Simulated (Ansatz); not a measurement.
Born–Oppenheimer molecular dynamics of a periodic cell of 16 atoms, Li (start crystal Li, start structure bcc, volume 1 times the crystal's). It starts from a structure without forces on its atoms.

Computed with DFT PBE, scalar-relativistic, plane waves, PAW in Ansatz. Settings: accuracy low, cutoff 420 eV, k mesh 3x3x3, fermi-dirac smearing 0.16 eV, no spin polarisation.

```
ensemble        : NVT, Langevin thermostat
time step       : 1.5 fs
steps asked     : 90
set temperature : 1800 K
friction        : 0.02 /fs
seed            : 825585
```

First frame:

```xyz
16
Lattice="6.9800 0.0000 0.0000 0.0000 6.9800 0.0000 0.0000 0.0000 6.9800" Properties=species:S:1:pos:R:3
Li 0.000 0.000 0.000
Li 3.490 0.000 0.000
Li 0.000 3.490 0.000
Li 0.000 0.000 3.490
Li 1.745 1.745 1.745
Li 3.490 3.490 0.000
Li 3.490 0.000 3.490
Li 5.235 1.745 1.745
Li 0.000 3.490 3.490
Li 1.745 5.235 1.745
Li 1.745 1.745 5.235
Li 3.490 3.490 3.490
Li 5.235 5.235 1.745
Li 5.235 1.745 5.235
Li 1.745 5.235 5.235
Li 5.235 5.235 5.235
```

Q: What does the run give?

A: All steps were run.

```json
{"steps done": "90", "time covered": "135 fs", "mean temperature over the second half": "1522 K", "spread of the potential energy over the second half": "31.1 meV per atom", "mean potential energy of the second half above the start": "213.8 meV per atom"}
```

The mean temperature of the second half is 15 % below the set value. A run of 0.14 ps of so small a system gives no equilibrium averages. Limits of this set-up: coarse k mesh, low accuracy level.

Q: What happens to the structure?

A: Mean squared displacements from the first frame to the last, about the centre of mass: Li 0.80 Å². The details hang on the random start.

Q: How do temperature and energy run in time?

A: 
```json
{"time (fs)": "0.0", "T (K)": "1688", "potential energy less start (eV)": "0.000"}
{"time (fs)": "4.5", "T (K)": "1778", "potential energy less start (eV)": "0.123"}
{"time (fs)": "9.0", "T (K)": "1705", "potential energy less start (eV)": "0.466"}
{"time (fs)": "13.5", "T (K)": "1526", "potential energy less start (eV)": "0.960"}
{"time (fs)": "18.0", "T (K)": "1394", "potential energy less start (eV)": "1.474"}
{"time (fs)": "22.5", "T (K)": "1146", "potential energy less start (eV)": "1.923"}
{"time (fs)": "27.0", "T (K)": "1275", "potential energy less start (eV)": "2.290"}
{"time (fs)": "31.5", "T (K)": "918", "potential energy less start (eV)": "2.582"}
{"time (fs)": "36.0", "T (K)": "961", "potential energy less start (eV)": "2.736"}
{"time (fs)": "40.5", "T (K)": "1125", "potential energy less start (eV)": "2.754"}
{"time (fs)": "45.0", "T (K)": "1408", "potential energy less start (eV)": "2.605"}
{"time (fs)": "49.5", "T (K)": "1854", "potential energy less start (eV)": "2.418"}
{"time (fs)": "54.0", "T (K)": "1754", "potential energy less start (eV)": "2.313"}
{"time (fs)": "58.5", "T (K)": "1757", "potential energy less start (eV)": "2.271"}
{"time (fs)": "63.0", "T (K)": "1469", "potential energy less start (eV)": "2.354"}
{"time (fs)": "67.5", "T (K)": "1467", "potential energy less start (eV)": "2.424"}
{"time (fs)": "72.0", "T (K)": "1422", "potential energy less start (eV)": "2.647"}
{"time (fs)": "76.5", "T (K)": "1324", "potential energy less start (eV)": "2.997"}
{"time (fs)": "81.0", "T (K)": "1121", "potential energy less start (eV)": "3.372"}
{"time (fs)": "85.5", "T (K)": "797", "potential energy less start (eV)": "3.636"}
{"time (fs)": "90.0", "T (K)": "1145", "potential energy less start (eV)": "3.595"}
{"time (fs)": "94.5", "T (K)": "1704", "potential energy less start (eV)": "3.409"}
{"time (fs)": "99.0", "T (K)": "2006", "potential energy less start (eV)": "3.141"}
{"time (fs)": "103.5", "T (K)": "2273", "potential energy less start (eV)": "2.959"}
{"time (fs)": "108.0", "T (K)": "2018", "potential energy less start (eV)": "3.051"}
{"time (fs)": "112.5", "T (K)": "1835", "potential energy less start (eV)": "3.283"}
{"time (fs)": "117.0", "T (K)": "1627", "potential energy less start (eV)": "3.697"}
{"time (fs)": "121.5", "T (K)": "1358", "potential energy less start (eV)": "4.096"}
{"time (fs)": "126.0", "T (K)": "1515", "potential energy less start (eV)": "4.269"}
{"time (fs)": "130.5", "T (K)": "1321", "potential energy less start (eV)": "4.139"}
{"time (fs)": "135.0", "T (K)": "1256", "potential energy less start (eV)": "3.796"}
```

The run took 18 min on 1 thread of Arm Neoverse V1 (shared host), peak memory 0.56 GiB.
